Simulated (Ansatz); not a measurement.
Task: a single point in a Gaussian basis of C3H4BrCl, SMILES ClC1(Br)CC1, with the Python package of Ansatz (0.2.0). Give the script and its output. Settings: Hartree-Fock, 6-31G* basis, multiplicity 1.

```xyz
9

Cl    0.4114   -1.7569   -1.4710
C     0.5161   -0.5711   -0.1574
Br    2.0578   -0.7860    0.8958
C     0.0783    0.8399   -0.3742
C    -0.7374   -0.1213    0.5133
H     0.5338    1.6724    0.0853
H    -0.4144    1.0750   -1.3243
H    -0.6738    0.0926    1.5908
H    -1.6833   -0.4909    0.2246
```

Script `c3h4brcl.py`:
```python
"""Single point of C3H4BrCl in a Gaussian basis."""

from pathlib import Path

import ansatz as az


def main() -> None:
    geometry_ang = [
        ("Cl", (0.4114, -1.7569, -1.471)),
        ("C", (0.5161, -0.5711, -0.1574)),
        ("Br", (2.0578, -0.786, 0.8958)),
        ("C", (0.0783, 0.8399, -0.3742)),
        ("C", (-0.7374, -0.1213, 0.5133)),
        ("H", (0.5338, 1.6724, 0.0853)),
        ("H", (-0.4144, 1.075, -1.3243)),
        ("H", (-0.6738, 0.0926, 1.5908)),
        ("H", (-1.6833, -0.4909, 0.2246)),
    ]
    c3h4brcl = az.Crystal.molecule()
    for symbol, xyz in geometry_ang:
        c3h4brcl = c3h4brcl.atom(symbol, xyz)

    job = c3h4brcl.calculation()
    job = job.basis(gaussian="6-31G*")
    job = job.functional("HF")
    job = job.orbitals()
    res = job.run(threads=1, runs_dir="c3h4brcl_runs")
    r = res.report

    print(f"E = {r['free_energy_ev']:.6f} eV = {r['free_energy_ev'] / 27.211386246:.7f} Ha")
    print("converged:", r["converged"], " doubts:", r["published_state_doubts"] or "none")

    field = r["mean_field"]
    print("<S^2> =", round(abs(field["state"]["spin_squared"]), 4), " relativity:", field["relativity"])
    print("passes:", field["passes"])
    if "symmetry" in field:
        print("occupied orbitals by irrep:", field["symmetry"]["occupied"])

    lines = Path(r["orbitals_path"]).read_text().splitlines()
    field_of = lambda key: [line.split("=")[1].strip() for line in lines if line.startswith(key)]
    orbitals = [(27.211386 * float(e), s, float(n)) for e, s, n in zip(field_of("Ene="), field_of("Spin="), field_of("Occup="))]
    homo = max(e for e, _, n in orbitals if n > 0.5)
    lumo = min(e for e, _, n in orbitals if n < 0.5)
    for e, spin, n in sorted(orbitals):
        if homo - 6 < e < lumo + 5:
            print(f"{spin:6s} {e:10.3f} eV  occupation {n:.0f}")


if __name__ == "__main__":
    main()
```

`python c3h4brcl.py` gives:
```text
E = -85646.945830 eV = -3147.4672057 Ha
converged: True  doubts: none
<S^2> = 0.0  relativity: none
passes: {'evaluations': 10, 'products': 23}
occupied orbitals by irrep: [{'A': 37}, {'A': 37}]
Alpha     -15.240 eV  occupation 2
Alpha     -14.979 eV  occupation 2
Alpha     -14.431 eV  occupation 2
Alpha     -13.551 eV  occupation 2
Alpha     -12.106 eV  occupation 2
Alpha     -11.635 eV  occupation 2
Alpha     -11.153 eV  occupation 2
Alpha     -10.730 eV  occupation 2
Alpha       3.725 eV  occupation 0
Alpha       4.674 eV  occupation 0
Alpha       6.653 eV  occupation 0
Alpha       7.243 eV  occupation 0
Alpha       7.948 eV  occupation 0
Alpha       8.499 eV  occupation 0
```

These settings explore the input space; basis and method may be short of convergence. The geometry is a force-field or estimated start, not a minimum of this method, and the basis set is short of its limit. Alpha marks a spatial orbital of a restricted run, filled by both spins. Levels such as HOMO and LUMO are orbital energies: in Hartree-Fock the gap is too wide and the LUMO hangs on the basis. Hardware and time: 2.8 s on 1 thread of Arm Neoverse V1 (shared host), peak memory 0.28 GiB.

(Lines on the test bed's own set-up are left out of the output.)
